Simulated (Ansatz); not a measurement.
# C2H8AlCl2N: small, medium and large basis sets

The task here is to estimate one member of a computed series from the others.

The runs use Ansatz 0.2.0, Gaussian basis; one geometry, several basis sets.

Plan: PBE0-D4/def2-SVP; ωB97M-V/def2-SVP; PBE0-D4/def2-QZVPP; ωB97M-V/def2-QZVPP; the functionals' def2-TZVPP values are taken from earlier runs.

**The relaxed structure**

All runs share one geometry, relaxed beforehand with PBE0-D4 in a triple-zeta def2 set.

SMILES `C[NH2+][Al-]([CH3])([Cl])[Cl]`, 14 atoms, charge 0, spin multiplicity 1.

Atoms are counted from 1 here; the program's logs count them from 0.

Bond lengths: C1–N2 1.473 Å, C1–H7 1.089 Å, C1–H8 1.091 Å, C1–H9 1.089 Å, N2–Al3 2.015 Å, N2–H10 1.017 Å, N2–H11 1.017 Å, Al3–C4 1.946 Å, Al3–Cl5 2.139 Å, Al3–Cl6 2.140 Å, C4–H12 1.094 Å, C4–H13 1.094 Å, C4–H14 1.095 Å. Angles: N2–C1–H7 108.5°, N2–C1–H8 111.8°, N2–C1–H9 109.0°, H7–C1–H8 109.6°, H7–C1–H9 108.6°, H8–C1–H9 109.4°, C1–N2–Al3 115.7°, C1–N2–H10 110.2°, C1–N2–H11 110.9°, Al3–N2–H10 105.2°, Al3–N2–H11 108.4°, H10–N2–H11 105.9°, N2–Al3–C4 107.6°, N2–Al3–Cl5 97.4°, N2–Al3–Cl6 98.4°, C4–Al3–Cl5 117.6°, C4–Al3–Cl6 117.5°, Cl5–Al3–Cl6 113.9° and more.

Set-up of the first run:

in.yaml

```yaml
crystal:
  periodic: [false, false, false]
  atoms:
    - {symbol: C, position_ang: [-1.302983, 0.027678, -1.250523]}
    - {symbol: N, position_ang: [-0.130317, 0.841748, -0.886220]}
    - {symbol: Al, position_ang: [0.604344, 0.538791, 0.965046]}
    - {symbol: C, position_ang: [0.960100, -1.364855, 1.151791]}
    - {symbol: Cl, position_ang: [2.287447, 1.849577, 0.809521]}
    - {symbol: Cl, position_ang: [-1.027035, 1.353645, 2.084848]}
    - {symbol: H, position_ang: [-2.086786, 0.202253, -0.514575]}
    - {symbol: H, position_ang: [-1.674358, 0.275052, -2.246111]}
    - {symbol: H, position_ang: [-1.026277, -1.025257, -1.219342]}
    - {symbol: H, position_ang: [-0.364977, 1.831050, -0.921325]}
    - {symbol: H, position_ang: [0.623490, 0.710398, -1.555517]}
    - {symbol: H, position_ang: [0.044755, -1.963943, 1.135089]}
    - {symbol: H, position_ang: [1.452987, -1.565428, 2.107648]}
    - {symbol: H, position_ang: [1.626810, -1.740011, 0.368670]}
basis:
  gaussian: {orbitals: def2-SVP}
hamiltonian: {xc: pbe0, dispersion: d4}
output: {orbitals: {seedname: orbitals}}
```

Run with:

```sh
> ansatz run in.yaml --threads 4 --pin off --events-out ev --progress --plain --max-ram 11315MiB
```

Among the steps run: PBE0-D4 in def2-SVP; ωB97M-V in def2-SVP; PBE0-D4 in def2-QZVPP; ωB97M-V in def2-QZVPP.

One table of the session follows, with a row left open; its other results are not shown here.

It belongs to the step «Density functionals: the series». 

```
functional       basis  HOMO (eV)  LUMO (eV)
   PBE0-D4    def2-SVP      -7.74       0.47
   PBE0-D4  def2-TZVPP      -7.88      -0.05
   PBE0-D4  def2-QZVPP      -7.91      -0.39
   ωB97M-V    def2-SVP      -9.94       2.07
   ωB97M-V  def2-TZVPP     -10.11       1.37
   ωB97M-V  def2-QZVPP          ?          ?
```

Q: Estimate the row for ωB97M-V, def2-QZVPP from the others.

The run gave: HOMO (eV): -10.15; LUMO (eV): 0.77. In the column «HOMO (eV)» it is the lowest.
